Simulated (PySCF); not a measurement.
# C6H12O3S: the cost of one run

Computed with PySCF 2.14.0 and routines of our own; the level stands in each step. Atoms count from 0.

## 1. The system as given

22 atoms, charge 0, multiplicity 1; geometry from: GFN2-xTB.

## 2. Magnetic properties: GIAO PBE/pcSseg-1

Job settings and geometry (Å):

```
{"job": {"kind": "mag", "xc": "PBE", "basis": "pcSseg-1", "isotopologues": 0}, "charge": 0, "multiplicity": 1}
O      3.157557     1.059955     0.335477
S      2.321049    -0.086294     0.540160
O      2.135108    -0.555743     1.874606
O      2.968764    -1.283620    -0.350910
C      0.724700     0.112804    -0.276551
C      0.029260     1.258405     0.433055
C     -1.405285     1.405970    -0.073640
C     -2.167604     0.096427     0.109322
C     -1.464609    -1.041691    -0.625219
C     -0.026949    -1.191685    -0.127243
H      3.844247    -1.024494    -0.643453
H      0.950719     0.350570    -1.314037
H      0.026253     1.040519     1.503323
H      0.594522     2.179103     0.280273
H     -1.389662     1.674278    -1.132146
H     -1.905315     2.209115     0.469256
H     -3.186712     0.205079    -0.266014
H     -2.224190    -0.141404     1.172941
H     -1.456778    -0.832133    -1.697213
H     -2.005125    -1.976311    -0.468881
H     -0.021759    -1.459521     0.930923
H      0.491398    -1.979943    -0.674877
```

With the program's defaults for keys left out, this is: GIAO PBE/pcSseg-1 magnetisability, rotational g tensor and spin-rotation constants, non-relativistic, gas phase.

Launch:

```sh
$ OMP_NUM_THREADS=1 python excited_run.py task.json out
```

This one command runs all jobs of the session in turn.

Q: Estimate the wall time and peak memory of this first job on 1 thread of Intel Xeon at 2.50GHz, shared host.

About 4.2 min, with a peak of 0.92 GiB.
